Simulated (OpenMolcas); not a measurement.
# SnH3OF (SMILES [OH][SnH2][F]), step by step

We compute a series of 8 runs (UHF/def2-SVPD, CASSCF(2,2)/def2-SVPD, CASPT2(2,2)/def2-SVPD, CASPT2[IPEA 0](2,2)/def2-SVPD, SC-NEVPT2(2,2)/def2-SVPD, PC-NEVPT2(2,2)/def2-SVPD, MC-PDFT[tPBE](2,2)/def2-SVPD, MC-PDFT[ftPBE](2,2)/def2-SVPD) of SnH3OF. 

The calculation is run with OpenMolcas 26.06.

## (1) The structure to begin with

SnH3OF: 6 atoms, total charge 0, spin state singlet. SMILES: `[OH][SnH2][F]`. The Sn2–H6 distance was set to 3.045 Å, away from the relaxed value. At this shape a bond of the SMILES string is far longer than usual.

Bond lengths: O1–Sn2 1.948 Å, Sn2–F3 1.922 Å, O1–H4 0.960 Å, Sn2–H5 1.701 Å. Angles: O1–Sn2–F3 105.3°, O1–Sn2–H5 111.8°, F3–Sn2–H5 104.3°, Sn2–O1–H4 114.0°.

## (2) A single-point energy at UHF/def2-SVPD (core potential) (run 1)

step1.inp reads:

```
* FH3OSn Hartree-Fock
>>> EXPORT MOLCAS_PRINT=2

&gateway
 baslib = $CurrDir
 coord
 6
 angstrom
 O       -1.186559      -0.685642      -1.711567
 Sn       0.530141      -0.096742      -1.002867
 F        1.636941      -1.667742      -0.984467
 H       -1.140759      -1.038342      -2.603267
 H        1.323941       0.964458      -2.068667
 H        0.017500       0.696700       1.891900
 basis = def2-SVPD
 group = NoSym

&seward

&scf
 uhf
 scramble = 0.25
 prorbitals = 0
```

The basis set def2-SVPD is read from a file made from the Basis Set Exchange's data (not shown).

Launch:

```console
$ export MOLCAS_MEM=1860
$ pymolcas step1.inp > step1.log
```

Log:

```text
--- Start Module: gateway ---
[...]
--- Stop Module: gateway /rc=_RC_ALL_IS_WELL_ ---
--- Start Module: seward ---
[...]
      Basis functions          102
--- Stop Module: seward /rc=_RC_ALL_IS_WELL_ ---
[...]
--- Start Module: scf ---
[...]
       Convergence after  21 Iterations
[...]
::    Total SCF energy                               -389.1998930858
[...]
      Total spin, S                                     0.5619473431
[...]
      Total electronic charge=   42.000000
      Total            charge=   -0.000000
[...]
      Dipole Moment (debye):
      Origin of the operator (angstrom)=    0.4805   -0.3396   -1.0710
                   X=  3.1147E-02               Y=  2.5383E+00               Z= -6.1729E-01           Total=  2.6125E+00
      Quadrupole Moment (debye*angstrom):
[...]
--- Stop Module: scf /rc=_RC_ALL_IS_WELL_ ---
[...]
```

It took 14 s on 1 thread of Arm Neoverse V1, shared host; peak memory 0.57 GiB.

## (3) The energy at CASSCF(2,2)/def2-SVPD (core potential) (run 2)

step2.input reads:

```
&gateway
  baslib
  $CurrDir
  coord
  6
  angstrom
  O       -1.186559      -0.685642      -1.711567
  Sn       0.530141      -0.096742      -1.002867
  F        1.636941      -1.667742      -0.984467
  H       -1.140759      -1.038342      -2.603267
  H        1.323941       0.964458      -2.068667
  H        0.017500       0.696700       1.891900
  basis
  def2-SVPD
  group
  NoSym

&seward

&rasscf
  fileorb
  $CurrDir/step1.UnaOrb
  spin
  1
  nactel
  2 0 0
  inactive
  20
  ras2
  2
  orblisting
  Nothing
```

The basis set def2-SVPD is read from a file made from the Basis Set Exchange's data (not shown).

Launch:

```console
$ export MOLCAS_MEM=1860
$ pymolcas step2.input > step2.log
```

Log:

```text
--- Start Module: gateway ---
[...]
--- Stop Module: gateway /rc=_RC_ALL_IS_WELL_ ---
--- Start Module: seward ---
[...]
      Basis functions          102
--- Stop Module: seward /rc=_RC_ALL_IS_WELL_ ---
[...]
--- Start Module: rasscf ---
[...]
      Number of active orbitals                  2
[...]
      Spin quantum number                      0.0
[...]
      Active orbitals                            2
[...]
      Number of CSFs                             3
[...]
      Number of root(s) required                 1
[...]
      Convergence after  9 iterations
[...]
      printout of CI-coefficients larger than  0.05 for root  1
      energy=    -389.212368
      conf/sym  11     Coeff  Weight
             1  20  -0.90101 0.81181
             3  02   0.43380 0.18819
      Natural orbitals and occupation numbers for root  1
      sym 1:   1.623628   0.376372
      ************************************************************************************************************************
      *                                                    Final results                                                     *
[...]
::    RASSCF root number  1 Total energy:   -389.21236826
[...]
      Total electronic charge=   42.000000
      Total            charge=   -0.000000
[...]
      Dipole Moment (debye):
      Origin of the operator (angstrom)=    0.4805   -0.3396   -1.0710
                   X=  1.0209E-01               Y=  2.4474E+00               Z= -1.0252E+00           Total=  2.6554E+00
      Quadrupole Moment (debye*angstrom):
[...]
--- Stop Module: rasscf /rc=_RC_ALL_IS_WELL_ ---
[...]
```

Run time: 11 s. Hardware: 1 thread of Arm Neoverse V1, shared host; peak memory 0.57 GiB.

Run 3 isn't shown in full; the table further down has it.

## (4) The energy at CASPT2[IPEA 0](2,2)/def2-SVPD (core potential) (run 4)

step4.input reads:

```
* FH3OSn CASPT2

&GATEWAY
  BasLib
  $CurrDir
  Coord
  6
  angstrom
  O       -1.186559      -0.685642      -1.711567
  Sn       0.530141      -0.096742      -1.002867
  F        1.636941      -1.667742      -0.984467
  H       -1.140759      -1.038342      -2.603267
  H        1.323941       0.964458      -2.068667
  H        0.017500       0.696700       1.891900
  Basis
  def2-SVPD
  Group
  NoSym

&SEWARD

&RASSCF
  FileOrb
  $CurrDir/step2.RasOrb
  Spin
  1
  Nactel
  2 0 0
  Inactive
  20
  Ras2
  2
  OrbListing
  Nothing

&CASPT2
  IPEA
  0
  Imaginary
  0.1
  Frozen
  6
```

The basis set def2-SVPD is read from a file made from the Basis Set Exchange's data (not shown).

Launch:

```console
$ export MOLCAS_MEM=1860
$ pymolcas step4.input > step4.log
```

Log:

```text
--- Start Module: gateway ---
[...]
--- Stop Module: gateway /rc=_RC_ALL_IS_WELL_ ---
[...]
      Basis functions          102
[...]
--- Start Module: rasscf ---
[...]
      Number of active orbitals                  2
[...]
      Spin quantum number                      0.0
[...]
      Active orbitals                            2
[...]
      Number of CSFs                             3
[...]
      Number of root(s) required                 1
[...]
      Convergence after  4 iterations
[...]
      printout of CI-coefficients larger than  0.05 for root  1
      energy=    -389.212368
      conf/sym  11     Coeff  Weight
             1  20  -0.90101 0.81181
             3  02   0.43380 0.18819
      Natural orbitals and occupation numbers for root  1
      sym 1:   1.623629   0.376371
      ************************************************************************************************************************
      *                                                    Final results                                                     *
[...]
::    RASSCF root number  1 Total energy:   -389.21236826
[...]
      Total electronic charge=   42.000000
      Total            charge=   -0.000000
[...]
      Dipole Moment (debye):
      Origin of the operator (angstrom)=    0.4805   -0.3396   -1.0710
                   X=  1.0208E-01               Y=  2.4474E+00               Z= -1.0252E+00           Total=  2.6554E+00
      Quadrupole Moment (debye*angstrom):
[...]
--- Stop Module: rasscf /rc=_RC_ALL_IS_WELL_ ---
[...]
--- Start Module: caspt2 ---
[...]
 ###    WARNING: User changed nr of frozen orbitals.                         ###
 ###############################################################################
[...]
      E2 (Variational):          -0.5132831322
      Total energy:            -389.7256513917
[...]
      Reference weight:           0.86980
[...]
::    CASPT2 Root  1     Total energy:   -389.72565139
[...]
--- Stop Module: caspt2 /rc=_RC_ALL_IS_WELL_ ---
[...]
```

Run time: 11 s. Hardware: 1 thread of Arm Neoverse V1, shared host; peak memory 0.57 GiB.

Runs 5 to 7 aren't shown in full; the table further down has their settings and results.

## (5) The energy at MC-PDFT[ftPBE](2,2)/def2-SVPD (core potential) (run 8)

step8.input reads:

```
* FH3OSn MC-PDFT
&gateway
baslib = $CurrDir
coord
6
angstrom
O       -1.186559      -0.685642      -1.711567
Sn       0.530141      -0.096742      -1.002867
F        1.636941      -1.667742      -0.984467
H       -1.140759      -1.038342      -2.603267
H        1.323941       0.964458      -2.068667
H        0.017500       0.696700       1.891900
basis = def2-SVPD
group = NoSym
&seward
&rasscf
fileorb = $CurrDir/step2.RasOrb
spin = 1
nactel = 2 0 0
inactive = 20
ras2 = 2
orblisting = Nothing
&mcpdft
ksdft = FT:PBE
```

The basis set def2-SVPD is read from a file made from the Basis Set Exchange's data (not shown).

Launch:

```console
$ export MOLCAS_MEM=1860
$ pymolcas step8.input > step8.log
```

Log:

```text
--- Start Module: gateway ---
[...]
--- Stop Module: gateway /rc=_RC_ALL_IS_WELL_ ---
[...]
      Basis functions          102
[...]
--- Start Module: rasscf ---
[...]
      Number of active orbitals                  2
[...]
      Spin quantum number                      0.0
[...]
      Active orbitals                            2
[...]
      Number of CSFs                             3
[...]
      Number of root(s) required                 1
[...]
      Convergence after  4 iterations
[...]
      printout of CI-coefficients larger than  0.05 for root  1
      energy=    -389.212368
      conf/sym  11     Coeff  Weight
             1  20  -0.90101 0.81181
             3  02   0.43380 0.18819
      Natural orbitals and occupation numbers for root  1
      sym 1:   1.623629   0.376371
      ************************************************************************************************************************
      *                                                    Final results                                                     *
[...]
::    RASSCF root number  1 Total energy:   -389.21236826
[...]
      Total electronic charge=   42.000000
      Total            charge=   -0.000000
[...]
      Dipole Moment (debye):
      Origin of the operator (angstrom)=    0.4805   -0.3396   -1.0710
                   X=  1.0208E-01               Y=  2.4474E+00               Z= -1.0252E+00           Total=  2.6554E+00
      Quadrupole Moment (debye*angstrom):
[...]
--- Stop Module: rasscf /rc=_RC_ALL_IS_WELL_ ---
[...]
--- Start Module: mcpdft ---
[...]
 ###    WARNING: Deprecation warning: KSDF should be replaced                ###
 ###    with FUNC keyword                                                    ###
 ###############################################################################
[...]
::    MCPDFT root number  1 Total energy:   -390.86242339
--- Stop Module: mcpdft /rc=_RC_ALL_IS_WELL_ ---
[...]
```

Wall time 10 s (1 thread of Arm Neoverse V1, shared host); peak memory 0.57 GiB.

## (6) The series

```csv
run,level,scramble,active rule,energy (Eh),dipole moment (D) of the reference,wall time
1,UHF/def2-SVPD (core potential),0.25,–,-389.199893,2.61,14 s
2,"CASSCF(2,2)/def2-SVPD (core potential)",–,uhf natural orbitals,-389.212368,2.66,11 s
3,"CASPT2(2,2)/def2-SVPD (core potential)",–,uhf natural orbitals,-389.724115,2.66,11 s
4,"CASPT2[IPEA 0](2,2)/def2-SVPD (core potential)",–,uhf natural orbitals,-389.725651,2.66,11 s
5,"SC-NEVPT2(2,2)/def2-SVPD (core potential)",–,uhf natural orbitals,-389.721842,2.66,9.9 s
6,"PC-NEVPT2(2,2)/def2-SVPD (core potential)",–,uhf natural orbitals,-389.721865,2.66,10 s
7,"MC-PDFT[tPBE](2,2)/def2-SVPD (core potential)",–,uhf natural orbitals,-390.744766,2.66,10 s
8,"MC-PDFT[ftPBE](2,2)/def2-SVPD (core potential)",–,uhf natural orbitals,-390.862423,2.66,10 s
```

## (7) What came out

| quantity | value |
| --- | --- |
| run 8, MC-PDFT[ftPBE](2,2)/def2-SVPD: total energy | -390.86242 Eh |
| run 8, MC-PDFT[ftPBE](2,2)/def2-SVPD: dipole moment (CASSCF density) | 2.66 D |

Below the UHF energy at the same shape and in the same basis (def2-SVPD): CASSCF(2,2) -12.5 mEh; CASPT2(2,2) -524.2 mEh; CASPT2[IPEA 0](2,2) -525.8 mEh; SC-NEVPT2(2,2) -521.9 mEh; PC-NEVPT2(2,2) -522.0 mEh. Active-space methods hold only the correlation inside their space unless a perturbation or CI step follows. Spin contamination of the reference: run 1 ⟨S²⟩ = 0.88. Where it is this large, the reference is a mixture of spin states, and values that rest on it are in doubt. All runs together took 87 s, the longest 14 s.
